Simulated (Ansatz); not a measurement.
# AlSn (P-6m2) in Ansatz: reference runs

Reference runs on AlSn: the cell as given and a disturbed copy.

All numbers are computed with Ansatz 0.2.0; they aren't measurements. Logs are shortened: lines on timing, memory, paths and dates and some standing lists are left out, and cuts for length are marked.

## 1. The structure

It takes space group P-6m2 (No. 187, hexagonal). The conventional cell has a = 4.198 Å, b = 4.198 Å, c = 3.307 Å, α = 90.00°, β = 90.00°, γ = 120.00°. Sn (site symmetry -6m2) has 6 Al at 2.93 Å and 2 Sn at 3.31 Å as nearest neighbours. Al (site symmetry -6m2) has 6 Sn at 2.93 Å and 2 Al at 3.31 Å as nearest neighbours.

The cell comes from a database or a generator and needn't be the stable form of this composition.

## 2. Single point, PBE

File input.yaml:

```yaml
crystal:
  lattice:
    - [4.1981056157, 0.0, 0.0]
    - [-2.0990528078, 3.6356661109, 0.0]
    - [0.0, 0.0, 3.306847]
  atoms:
    - { symbol: Sn, position: [0.3333333333, 0.6666666667, 0.5] }
    - { symbol: Al, position: [0.0, 0.0, 0.0] }
kpoints:
  mp_grid: { grid: [7, 7, 8] }
scf:
  occupations: { method: fermi_dirac, width: 0.05 }
hamiltonian:
  xc: pbe
  pseudopotentials: { kind: all_electron, lapw: { basis_error: 0.001 } }
output:
  forces: true
  stress: true
  eigenvalues: true
  populations: true
```

Potentials or basis: all-electron LAPW, scalar-relativistic.

Launch:

```
ansatz run input.yaml --threads 1 --pin off --max-ram 3072MiB --backend cpu --events-out ev --progress --plain --runs-dir out
```

Output:

```text
Warning: RAYON_NUM_THREADS=1 ignored (pool sized by the plan → 1); use --threads N
Sn: projections on atomic orbitals take those of the free atom 1s2 2s2 2p6 3s2 3p6 3d10 4s2 4p6 4d10 5s2 5p2, of charge +0.00 (hamiltonian.pseudopotentials.projection_atoms)
Al: projections on atomic orbitals take those of the free atom 1s2 2s2 2p6 3s2 3p1, of charge +0.00 (hamiltonian.pseudopotentials.projection_atoms)
LAPW: plane waves up to 6.767 Å⁻¹, error target 1.0e-3 eV per atom; small_component_spin mean_spin; Al in spheres of 1.306 Å, 11 of its electrons in bands, Dirac shells []; Sn in spheres of 1.628 Å, 22 of its electrons in bands, Dirac shells [] (how accurate: hamiltonian.pseudopotentials.lapw.basis_error, Limitations)
Engine: ansatz 0.2.0, x86_64-unknown-linux-gnu
Pseudopotentials: kind: all_electron
Pseudopotential: Sn, LAPW, valence charge 22, lapw/all_electron/scalar/gaussian/Sn, Koelling and Harmon's equation, gaussian nucleus
Pseudopotential: Al, LAPW, valence charge 11, lapw/all_electron/scalar/gaussian/Al, Koelling and Harmon's equation, gaussian nucleus
Functional definition: PBE
  parameter kappa = 0.804
  parameter beta = 0.06672455060314922
  exchange = pbe_x(kappa = kappa, mu = beta*pi^2/3)
  correlation = pbe_c(beta = beta)
Crystal: 2 atoms, lattice volume = 50.472 Å³
Basis set: ecut = 174.4697581133668 eV, 277 PW (Γ), exchange–correlation at level 2
Bands: 21, of which v1, the nominal top of the filled ones, is band 17 counted from 1 (16 counted from 0)
Symmetry: 12 space group operations
Space group: P-6m2 (ITA 187), of the structure as read, at distance tolerance 3.7e-5 Å
k-points: 40 of 392 (time reversal used)
Non-local potential: Sn, projectors of the file, none
Non-local potential: Al, projectors of the file, none
Initial density: superposition of atomic densities (chi_scale 0.1, normalization cell, long waves kept (reshape's long-wave potential 0.00 eV rms))
Initial wavefunctions: plane waves of lowest kinetic energy (no species holds an atomic orbital)
Functional: x = pbe(κ = 0.804, μ = 0.2195149727645171), c = pbe(β = 0.06672455060314922)
iter 1 solved again at ethr=3.11e-4 eV; its pass at ethr=1.00e-1 eV (dr2=1.03e-1 eV) is discarded
SCF iter   1: F=—  HF=-174696.601007 eV  |F-HF|=—  |Δ(HF+E_count)|=         —  Δρ=1.25e-2  dr2=1.03e-1  ethr=3.11e-4  ⟨swp⟩=2.9  Hψ=5730  notcnv=0
preconditioner: auto → none  [metal: Δε(μ)=0.105 eV  Ē_g=18.126 eV  σ=0.050 eV  W_gap=0.43  n_scr=8 (ndim 8)  ℏωp=21.6 eV  f_vac=0.000  D(μ)=0.38/eV (n_scr^D=0)  sad-step TF]
SCF iter   2: F=—  HF=-174696.580672 eV  |F-HF|=—  |Δ(HF+E_count)|=   2.03e-2  Δρ=9.05e-3  dr2=6.86e-2  ethr=3.11e-4  ⟨swp⟩=2.0  Hψ=2425  notcnv=0
iter 3 solved again at ethr=1.07e-5 eV; its pass at ethr=2.08e-4 eV (dr2=3.53e-3 eV) is discarded
SCF iter   3: F=—  HF=-174696.574516 eV  |F-HF|=—  |Δ(HF+E_count)|=   6.16e-3  Δρ=2.02e-3  dr2=3.53e-3  ethr=1.07e-5  ⟨swp⟩=2.0  Hψ=4299  notcnv=0
SCF iter   4: F=—  HF=-174696.568651 eV  |F-HF|=—  |Δ(HF+E_count)|=   5.86e-3  Δρ=5.14e-4  dr2=2.09e-4  ethr=1.07e-5  ⟨swp⟩=2.4  Hψ=2444  notcnv=0
SCF iter   5: F=—  HF=-174696.568754 eV  |F-HF|=—  |Δ(HF+E_count)|=         —  Δρ=1.33e-4  dr2=1.17e-5  ethr=6.33e-7  ⟨swp⟩=2.7  Hψ=2449  notcnv=0
the basis was enlarged: its passes take 94.8 KiB over the memory plan, 1 of 1 planned eigensolver slots
SCF iter   6: F=—  HF=-174696.568763 eV  |F-HF|=—  |Δ(HF+E_count)|=   9.24e-6  Δρ=1.90e-5  dr2=2.10e-7  ethr=3.53e-8  ⟨swp⟩=3.0  Hψ=2561  notcnv=0
SCF iter   7: F=-174696.568763 eV  HF=-174696.568763 eV  |F-HF|=1.19e-8  |Δ(HF+E_count)|=   1.42e-7  Δρ=4.00e-6  dr2=6.76e-9  ethr=6.37e-10  ⟨swp⟩=3.0  Hψ=2543  notcnv=0
SCF 1 converged in 7 iterations: F = -174696.568763 eV  dr2 = 6.76e-9
SCF converged after 7 iterations
Free energy (F): -174696.568763 eV
Harris-Foulkes:  -174696.568763 eV  (|F-HF|=1.19e-8)
Internal energy: -174696.564634 eV  (E = F + TS)
E sigma→0 (E₀):  -174696.566698 eV
Entropy (-TS):   -0.004129 eV (-2.065 meV/atom)
Fermi energy:    10.098828 eV
--- Per-component energies (eV) ---
  E_band       = -1276.556155
  E_kinetic    = 183404.129548
  E_xc         = -5003.833934
  E_electrostatic = -353096.860248  (all electrons and nuclei)
  E_smearing   = -0.004129  (= −TS)
  E_closure    = 0.000000  (closes the sum)
  E_atoms      = -174689.393269  (free atoms, spherical and without spin; not in F)
  Σ components = -174696.568763   (vs F -174696.568763, Δ=0.00e0)
  Basis errors (estimates in eV, not in F): energy 3.5e-4 per atom: plane waves 3.1e-4 (1.7e-4 summed), levels above the bands 6.2e-57, relativity 1.9e-8, radial functions 3.8e-5, core shells 4.8e-10; eigenvalues (radial functions only) 1.9e-6; not estimated: angular momenta, meshes, grids; target (lapw.basis_error) 1.0e-3; muffin-tin radii Al 1.306 Å, Sn 1.628 Å
--- Forces (eV/Å), atoms counted from 1 ---
  atom   1  Sn    -0.00000000    -0.00000000     0.00000000
  atom   2  Al     0.00000000     0.00000000     0.00000000
  max |Σ_I F_I| component: 1.27e-17 eV/Å
--- Stress (GPa, compression-positive) ---
        0.144977       0.000000       0.000000
        0.000000       0.144977       0.000000
        0.000000       0.000000       0.452319
  P = ⅓ Tr σ = 0.2474 GPa (2.474 kbar)
--- Band table (eV; the first three rows and the last of 40) ---
  k-point 0: bands = ["-119.1519", "-93.6119", "-74.9476", "-74.9295", "-74.9295", "-55.0817", "-55.0777", "-55.0777", "-11.2739", "-11.1676", "-11.1676", "-11.1485", "-11.1485", "-0.3559", "9.8732", "9.8732", "10.7898", "12.6960", "13.2174", "13.2174", "15.2760"]
  k-point 1: bands = ["-119.1519", "-93.6119", "-74.9479", "-74.9294", "-74.9294", "-55.0820", "-55.0776", "-55.0776", "-11.2481", "-11.1665", "-11.1665", "-11.1579", "-11.1579", "-0.1368", "10.1025", "10.1025", "10.2765", "11.3251", "13.3906", "13.3906", "16.2422"]
  k-point 2: bands = ["-119.1519", "-93.6119", "-74.9487", "-74.9294", "-74.9294", "-55.0825", "-55.0776", "-55.0776", "-11.1857", "-11.1809", "-11.1809", "-11.1634", "-11.1634", "0.5203", "7.7423", "10.7734", "10.7734", "11.7342", "13.8676", "13.8676", "16.7072"]
  k-point 39: bands = ["-119.1518", "-93.6118", "-74.9497", "-74.9294", "-74.9294", "-55.0833", "-55.0776", "-55.0776", "-11.2238", "-11.2194", "-11.1542", "-11.1465", "-11.0844", "4.5750", "6.1824", "7.1402", "7.7884", "9.4546", "10.4666", "17.2115", "17.6081"]
--- Löwdin populations: 2 sites ---
  site symbol       q [e]
     0     Sn     49.9122
     1     Al     13.0297
  spilling = 0.000921 (of n_electrons = 63.000000)
```

populations.tsv:

```text
# site	symbol	l	j	q
# orbitals = lowdin
# n_electrons = 63.000000
# spilling = 0.000921
# projection_atom_Sn: 1s2 2s2 2p6 3s2 3p6 3d10 4s2 4p6 4d10 5s2 5p2
# projection_atom_Al: 1s2 2s2 2p6 3s2 3p1
0	Sn	0_1S	-	1.999998
0	Sn	0_2S	-	1.999917
0	Sn	0_3S	-	1.998752
0	Sn	0_4S	-	1.983609
0	Sn	0_5S	-	1.450876
0	Sn	1_2P	-	6.000000
0	Sn	1_3P	-	5.999938
0	Sn	1_4P	-	5.993267
0	Sn	1_5P	-	2.495714
0	Sn	2_3D	-	9.999999
0	Sn	2_4D	-	9.990172
1	Al	0_1S	-	1.999885
1	Al	0_2S	-	1.989801
1	Al	0_3S	-	1.159080
1	Al	1_2P	-	5.997169
1	Al	1_3P	-	1.883802
```

Run time: 11 s. Hardware: 1 thread of AMD EPYC 7R43 (Zen 3), shared host; peak memory 0.31 GiB.

What came out:

| Property | Result |
| --- | --- |
| Free energy | -174696.5688 eV |
| Pressure | 0.2 GPa |
| Band gap on the k mesh | none (metal or under the smearing width) |

## 3. Equation of state, PBE

Potentials or basis: all-electron LAPW, scalar-relativistic.

No new run: the results of the series are fitted here.

Results:

```
Equilibrium volume                        : 25.36 Å³/atom
Bulk modulus at fixed shape and positions : 50 GPa
Pressure derivative of the bulk modulus   : 4.9 (rough: it moves with the points fitted)
```

Energy against volume, from the lowest point:
| volume (Å³/atom) | energy (meV/atom) |
| --- | --- |
| 23.722 | 18.69 |
| 24.227 | 8.55 |
| 24.731 | 2.46 |
| 25.236 | 0.00 |
| 25.741 | 0.79 |
| 26.245 | 4.46 |
| 26.750 | 10.63 |

Caveat: the cell was scaled at fixed shape and fractional positions, which overstates the stiffness of a crystal with free parameters, most of all of layers and chains.

## 4. Single point, PBE (atoms moved at random, drawn with an rms of 0.05 Å)

input.yaml: that of step 2 with these lines changed.

```diff
@@ -6,4 +6,4 @@
   atoms:
-    - { symbol: Sn, position: [0.3333333333, 0.6666666667, 0.5] }
-    - { symbol: Al, position: [0.0, 0.0, 0.0] }
+    - { symbol: Sn, position: [0.331463, 0.66059, 0.495865] }
+    - { symbol: Al, position: [0.005642, 0.004275, -0.005453] }
 kpoints:
```

Potentials or basis: all-electron LAPW, scalar-relativistic.

Launch:

```
ansatz run input.yaml --threads 1 --pin off --max-ram 3072MiB --backend cpu --events-out ev --progress --plain --runs-dir out
```

Output:

```text
Warning: RAYON_NUM_THREADS=1 ignored (pool sized by the plan → 1); use --threads N
Sn: projections on atomic orbitals take those of the free atom 1s2 2s2 2p6 3s2 3p6 3d10 4s2 4p6 4d10 5s2 5p2, of charge +0.00 (hamiltonian.pseudopotentials.projection_atoms)
Al: projections on atomic orbitals take those of the free atom 1s2 2s2 2p6 3s2 3p1, of charge +0.00 (hamiltonian.pseudopotentials.projection_atoms)
LAPW: plane waves up to 6.877 Å⁻¹, error target 1.0e-3 eV per atom; small_component_spin mean_spin; Al in spheres of 1.292 Å, 11 of its electrons in bands, Dirac shells []; Sn in spheres of 1.609 Å, 22 of its electrons in bands, Dirac shells [] (how accurate: hamiltonian.pseudopotentials.lapw.basis_error, Limitations)
Engine: ansatz 0.2.0, x86_64-unknown-linux-gnu
Pseudopotentials: kind: all_electron
Pseudopotential: Sn, LAPW, valence charge 22, lapw/all_electron/scalar/gaussian/Sn, Koelling and Harmon's equation, gaussian nucleus
Pseudopotential: Al, LAPW, valence charge 11, lapw/all_electron/scalar/gaussian/Al, Koelling and Harmon's equation, gaussian nucleus
Functional definition: PBE
  parameter kappa = 0.804
  parameter beta = 0.06672455060314922
  exchange = pbe_x(kappa = kappa, mu = beta*pi^2/3)
  correlation = pbe_c(beta = beta)
Crystal: 2 atoms, lattice volume = 50.472 Å³
Basis set: ecut = 180.17913872585854 eV, 277 PW (Γ), exchange–correlation at level 2
Bands: 21, of which v1, the nominal top of the filled ones, is band 17 counted from 1 (16 counted from 0)
Symmetry: 1 space group operations
Space group: P1 (ITA 1), of the structure as read, at distance tolerance 3.7e-5 Å
[... 24 lines left out ...]
--- Per-component energies (eV) ---
  E_band       = -1276.577890
  E_kinetic    = 183404.139302
  E_xc         = -5003.835996
  E_electrostatic = -353096.865131  (all electrons and nuclei)
  E_smearing   = -0.004078  (= −TS)
  E_closure    = 0.000000  (closes the sum)
  E_atoms      = -174689.393269  (free atoms, spherical and without spin; not in F)
  Σ components = -174696.565903   (vs F -174696.565903, Δ=0.00e0)
  Basis errors (estimates in eV, not in F): energy 3.5e-4 per atom: plane waves 3.2e-4 (1.8e-4 summed), levels above the bands 6.0e-57, relativity 1.8e-8, radial functions 3.4e-5, core shells 6.3e-10; eigenvalues (radial functions only) 1.5e-6; not estimated: angular momenta, meshes, grids; target (lapw.basis_error) 1.0e-3; muffin-tin radii Al 1.292 Å, Sn 1.609 Å
--- Forces (eV/Å), atoms counted from 1 ---
  atom   1  Sn     0.03338270     0.14378083    -0.00743207
  atom   2  Al    -0.03338347    -0.14378411     0.00743247
  max |Σ_I F_I| component: 3.28e-6 eV/Å
--- Stress (GPa, compression-positive) ---
       -0.263168      -0.106225      -0.001362
       -0.106225       0.592169      -0.006039
       -0.001362      -0.006039       0.477553
  P = ⅓ Tr σ = 0.2689 GPa (2.689 kbar)
--- Band table (eV; the first three rows and the last of 197) ---
  k-point 0: bands = ["-119.1527", "-93.6121", "-74.9485", "-74.9322", "-74.9284", "-55.0819", "-55.0798", "-55.0758", "-11.2749", "-11.1685", "-11.1684", "-11.1503", "-11.1488", "-0.3570", "9.7932", "9.9550", "10.7892", "12.6944", "13.1200", "13.3152", "15.2751"]
  k-point 1: bands = ["-119.1527", "-93.6121", "-74.9488", "-74.9321", "-74.9283", "-55.0821", "-55.0798", "-55.0758", "-11.2491", "-11.1674", "-11.1672", "-11.1597", "-11.1581", "-0.1379", "10.0230", "10.1839", "10.2759", "11.3238", "13.2937", "13.4881", "16.2401"]
  k-point 2: bands = ["-119.1527", "-93.6120", "-74.9495", "-74.9321", "-74.9283", "-55.0827", "-55.0798", "-55.0757", "-11.1867", "-11.1828", "-11.1809", "-11.1644", "-11.1642", "0.5192", "7.7413", "10.6955", "10.8530", "11.7331", "13.7751", "13.9607", "16.7052"]
  k-point 196: bands = ["-119.1527", "-93.6121", "-74.9488", "-74.9322", "-74.9284", "-55.0821", "-55.0798", "-55.0758", "-11.2416", "-11.1676", "-11.1635", "-11.1620", "-11.1525", "1.2163", "5.0131", "7.6546", "11.8510", "12.7172", "15.1320", "15.6540", "17.6034"]
--- Löwdin populations: 2 sites ---
  site symbol       q [e]
     0     Sn     49.9121
     1     Al     13.0298
  spilling = 0.000922 (of n_electrons = 63.000000)
```

It took 46 s on 1 thread of AMD EPYC 7R43 (Zen 3), shared host; peak memory 0.5 GiB.

Results:

```
Free energy            : -174696.5659 eV
Pressure               : 0.3 GPa
Largest force          : 0.148 eV/Å
Band gap on the k mesh : none (metal or under the smearing width)
```

Forces on the atoms (eV/Å):
```
Sn   0.033  0.144 -0.007
Al  -0.033 -0.144  0.007
```

## 5. The runs side by side

```tsv
task	cell	cutoff (eV)	basis error allowed	gap on the mesh (eV)	pressure (GPa)
single point	as given	174	0.001 eV/atom	none	0.2
equation of state	as given	-	0.0005 eV/atom	-	-
single point	atoms moved at random, drawn with an rms of 0.05 Å	180	0.001 eV/atom	none	0.3
```

Alike in all rows: level PBE; potentials or basis all-electron LAPW, scalar-relativistic; no spin polarisation; k mesh 7 × 7 × 8; smearing fermi-dirac 0.05 eV.

Caveats: the cell was scaled at fixed shape and fractional positions, which overstates the stiffness of a crystal with free parameters, most of all of layers and chains (some runs).

Compare energies only between runs with the same functional and basis.
